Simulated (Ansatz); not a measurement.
# Be: the cost of one run

Method: DFT r2SCAN, scalar-relativistic, plane waves, PAW, in Ansatz 0.2.0.

**1. The structure to begin with**

Symmetry: P6_3/mmc, No. 194, hexagonal system. Conventional cell: a = 2.262 Å, b = 2.262 Å, c = 3.569 Å, α = 90.00°, β = 90.00°, γ = 120.00°. Be (site symmetry -6m2) has 12 Be at 2.21 to 2.26 Å as nearest neighbours.

Coordinates:

```
Be
1.0
     2.26164    0.00000    0.00000
    -1.13082    1.95864    0.00000
     0.00000    0.00000    3.56936
Be
2
Direct
  0.00000 0.00000 0.00000
  0.33333 0.66667 0.50000
```

This is a trial structure built by rule; it need not be a known or stable form of this composition.

This cell was relaxed beforehand with the same method: volume 7.91 Å³/atom, gap on the mesh none (metal).

**2. The stacking ABCACABCABC (kkkhhkkkkkk)**

Close-packed layers are stacked in the order given (one atom a layer) and fully relaxed; h and k in a name mark layers with hexagonal and cubic surroundings. Energies count from the base stacking, -93.3346 eV an atom.

The cell holds 11 Be: a = 2.262 Å, b = 2.262 Å, c = 19.632 Å, α = 90.00°, β = 90.00°, γ = 120.00°.

**3. Relaxation**

input.yaml

```yaml
crystal:
  lattice:
    - [2.2616420429, 0.0, 0.0]
    - [-1.1308210215, 1.9586394634, 0.0]
    - [0.0, 0.0, 19.6315016523]
  atoms:
    - { symbol: Be, position: [0.0, 0.0, 0.0] }
    - { symbol: Be, position: [0.3333333333, 0.6666666667, 0.0909090909] }
    - { symbol: Be, position: [0.6666666667, 0.3333333333, 0.1818181818] }
    - { symbol: Be, position: [0.0, 0.0, 0.2727272727] }
    - { symbol: Be, position: [0.6666666667, 0.3333333333, 0.3636363636] }
    - { symbol: Be, position: [0.0, 0.0, 0.4545454545] }
    - { symbol: Be, position: [0.3333333333, 0.6666666667, 0.5454545455] }
    - { symbol: Be, position: [0.6666666667, 0.3333333333, 0.6363636364] }
    - { symbol: Be, position: [0.0, 0.0, 0.7272727273] }
    - { symbol: Be, position: [0.3333333333, 0.6666666667, 0.8181818182] }
    - { symbol: Be, position: [0.6666666667, 0.3333333333, 0.9090909091] }
basis:
  ecutwfc: 500
kpoints:
  mp_grid: { grid: [21, 21, 3] }
hamiltonian:
  xc: r2scan
scf:
  occupations: { method: gaussian, width: 0.1 }
output:
  forces: true
  stress: true
  eigenvalues: true
  populations: true
relax:
  adjacent_minimum: "off"
  f_tol: 0.01
  max_steps: 45
  cell: { stress_tol: 0.05 }
```

The run is started by

```sh
> ansatz run input.yaml --threads 1 --pin off --max-ram 2560MiB --backend cpu --events-out ev --progress --plain --runs-dir out
```

Q: Estimate wall time and peak memory on 1 thread of AMD EPYC 7R13 (Zen 3), shared host.

About 1.8 min, with a peak of 0.83 GiB.
